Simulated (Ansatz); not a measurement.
ZrBr, space group P-3m1: a test of the smearing width, run with Ansatz 0.2.0, Python API.

`zrbr.cif`
```cif
data_ZrBr
_cell_length_a 3.454387
_cell_length_b 3.454387
_cell_length_c 9.988864
_cell_angle_alpha 90.00000
_cell_angle_beta 90.00000
_cell_angle_gamma 120.00000
_symmetry_space_group_name_H-M 'P 1'
_symmetry_Int_Tables_number 1
loop_
_symmetry_equiv_pos_as_xyz
'x, y, z'
loop_
_atom_site_label
_atom_site_type_symbol
_atom_site_fract_x
_atom_site_fract_y
_atom_site_fract_z
Zr1 Zr    0.666667    0.333333    0.623483
Zr2 Zr    0.333333    0.666667    0.376517
Br3 Br    0.666667    0.333333    0.182581
Br4 Br    0.333333    0.666667    0.817419
```

Script `smear_zrbr.py`:
```python
import ansatz as az
from ase.io import read
import pandas as pd

atoms = read("zrbr.cif")
crystal = az.Crystal.from_ase(atoms)

base = (
    crystal.calculation()
    .functional("r2scan")
    .basis(500)
    .pseudopotentials("paw")
    .kpoints(mesh=(8, 8, 3))
    .forces()
    .stress()
)

rows = []
for value in [0.25, 0.15, 0.1, 0.05, 0.025]:
    report = base.occupations("fermi_dirac", width=value).run(threads=1).report
    rows.append((value, report["free_energy_ev"] / len(report["lattice"]["sites"]), report["n_iterations"], sum(report["stress_gpa"][i][i] for i in range(3)) / 3, max(abs(f) for row in report["forces_ev_ang"] for f in row), report["n_kpoints"]))

table = pd.DataFrame(rows, columns=["width (eV)", "F/atom (eV)", "iterations", "P (GPa)", "max component (eV/A)", "k-points"])
print(table.round(5).to_string(index=False))

for row in rows[:-1]:
    shift = 1000 * (row[1] - rows[-1][1])
    print(f"{row[0]}: {shift:+.2f} meV/atom" + ("  (within 1 meV)" if abs(shift) < 1 else ""))
```

From its runs, with one value withheld:

| width (eV) | F less the first row (meV/atom) |
| --- | --- |
| 0.025 | 0.00 |
| 0.05 | -2.23 |
| 0.1 | ? |
| 0.15 | -18.15 |
| 0.25 | -49.00 |

What is the missing value at a width of 0.1 eV?

For this scheme F falls about as the square of the width where the density of states is smooth. A straight line through the rows shown, against the width squared, has slope -786.2 meV/eV² and intercept -0.03 meV, which gives -7.89 meV at 0.1 eV. The run gave -8.75 meV, a miss of 0.86 meV.

Caveats:
- No spin polarisation was allowed.
- The mesh is modest for a metal, so energies can be off by several to tens of meV an atom and pressures by half a GPa or more; differences at equal mesh fare better.
- The narrowest width needs the finest mesh, so the last row is no converged reference.
- Pressure is positive in compression.
- This cell is a computed structure, which may not be the phase found in nature.
- It ran for 58 s on 1 thread of Arm Neoverse V1, on a shared host, peak memory 0.74 GiB.
